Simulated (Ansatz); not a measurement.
# C₁₈H₁₂: basis-set convergence

The task here is to estimate one member of a computed series from the others.

Computed with Ansatz 0.2.0, Gaussian basis. Level: one geometry, several basis sets.

The runs, in order: PBE0-D4/def2-SVP; ωB97M-V/def2-SVP; PBE0-D4/def2-QZVPP; ωB97M-V/def2-QZVPP; the functionals' def2-TZVPP values are taken from earlier runs.

## Structure used throughout

All runs share one geometry, relaxed beforehand with PBE0-D4 in a triple-zeta def2 set.

SMILES `c1ccc2c(c1)ccc1ccc3ccccc3c12`, 30 atoms, charge 0, spin multiplicity 1.

Atoms are counted from 1 here; the program's logs count them from 0.

Bond lengths: C1–C2 1.400 Å, C1–C6 1.369 Å, C1–H19 1.084 Å, C2–C3 1.372 Å, C2–H20 1.084 Å, C3–C4 1.411 Å, C3–H21 1.080 Å, C4–C5 1.421 Å, C4–C18 1.443 Å, C5–C6 1.407 Å, C5–C7 1.419 Å, C6–H22 1.085 Å, C7–C8 1.353 Å, C7–H23 1.085 Å, C8–C9 1.421 Å, C8–H24 1.085 Å, C9–C10 1.421 Å, C9–C18 1.405 Å and more. Angles: C2–C1–C6 119.2°, C2–C1–H19 120.3°, C6–C1–H19 120.5°, C1–C2–C3 120.6°, C1–C2–H20 119.9°, C3–C2–H20 119.5°, C2–C3–C4 121.7°, C2–C3–H21 118.6°, C4–C3–H21 119.5°, C3–C4–C5 116.9°, C3–C4–C18 123.8°, C5–C4–C18 119.1°, C4–C5–C6 120.0°, C4–C5–C7 119.8°, C6–C5–C7 120.1°, C1–C6–C5 121.2°, C1–C6–H22 120.5°, C5–C6–H22 118.3° and more.

The first run:

Input file in.yaml:

```yaml
crystal:
  periodic: [false, false, false]
  atoms:
    - {symbol: C, position_ang: [-1.202095, 3.813338, 0.848165]}
    - {symbol: C, position_ang: [-0.829856, 2.852231, 1.795342]}
    - {symbol: C, position_ang: [-0.393234, 1.612998, 1.398755]}
    - {symbol: C, position_ang: [-0.303771, 1.258869, 0.035808]}
    - {symbol: C, position_ang: [-0.568113, 2.282533, -0.913728]}
    - {symbol: C, position_ang: [-1.050294, 3.532330, -0.483470]}
    - {symbol: C, position_ang: [-0.270283, 2.067267, -2.284711]}
    - {symbol: C, position_ang: [0.339431, 0.925668, -2.678577]}
    - {symbol: C, position_ang: [0.569943, -0.136851, -1.763600]}
    - {symbol: C, position_ang: [1.241840, -1.305247, -2.213784]}
    - {symbol: C, position_ang: [1.456133, -2.351816, -1.383783]}
    - {symbol: C, position_ang: [0.890060, -2.359751, -0.082190]}
    - {symbol: C, position_ang: [0.974835, -3.514010, 0.717879]}
    - {symbol: C, position_ang: [0.310145, -3.599106, 1.912115]}
    - {symbol: C, position_ang: [-0.500330, -2.533052, 2.319665]}
    - {symbol: C, position_ang: [-0.568230, -1.382476, 1.574549]}
    - {symbol: C, position_ang: [0.168684, -1.226563, 0.381355]}
    - {symbol: C, position_ang: [0.138841, -0.033391, -0.429974]}
    - {symbol: H, position_ang: [-1.564019, 4.783604, 1.167546]}
    - {symbol: H, position_ang: [-0.867136, 3.092141, 2.851815]}
    - {symbol: H, position_ang: [-0.055171, 0.917533, 2.152602]}
    - {symbol: H, position_ang: [-1.270690, 4.284920, -1.233233]}
    - {symbol: H, position_ang: [-0.483858, 2.859027, -2.994531]}
    - {symbol: H, position_ang: [0.641852, 0.786975, -3.711017]}
    - {symbol: H, position_ang: [1.603640, -1.325973, -3.236181]}
    - {symbol: H, position_ang: [2.007136, -3.224452, -1.717317]}
    - {symbol: H, position_ang: [1.556495, -4.353124, 0.350909]}
    - {symbol: H, position_ang: [0.374432, -4.497798, 2.514300]}
    - {symbol: H, position_ang: [-1.095944, -2.621148, 3.221089]}
    - {symbol: H, position_ang: [-1.250423, -0.604676, 1.884220]}
basis:
  gaussian: {orbitals: def2-SVP}
hamiltonian: {xc: pbe0, dispersion: d4}
output: {orbitals: {seedname: orbitals}}
```

On the command line:

```
> ansatz run in.yaml --threads 10 --pin off --events-out ev --progress --plain --max-ram 110592MiB --backend cuda --devices 0, --max-vram 75GiB
```

Steps of the session up to this table: PBE0-D4 in def2-SVP; ωB97M-V in def2-SVP; PBE0-D4 in def2-QZVPP; ωB97M-V in def2-QZVPP.

One of the session's tables, all rows but one given; the rest of the session is left out.

It belongs to the step «Density functionals: the series». 

```
functional       basis  HOMO (eV)  LUMO (eV)
   PBE0-D4    def2-SVP      -6.05      -1.46
   PBE0-D4  def2-TZVPP      -6.05      -1.52
   PBE0-D4  def2-QZVPP      -6.07      -1.54
   ωB97M-V    def2-SVP      -7.86       0.40
   ωB97M-V  def2-TZVPP      -7.87       0.30
   ωB97M-V  def2-QZVPP          ?          ?
```

Estimate the missing values for ωB97M-V, def2-QZVPP.

As computed: HOMO (eV): -7.89; LUMO (eV): 0.27. In the column «HOMO (eV)» it is the lowest.
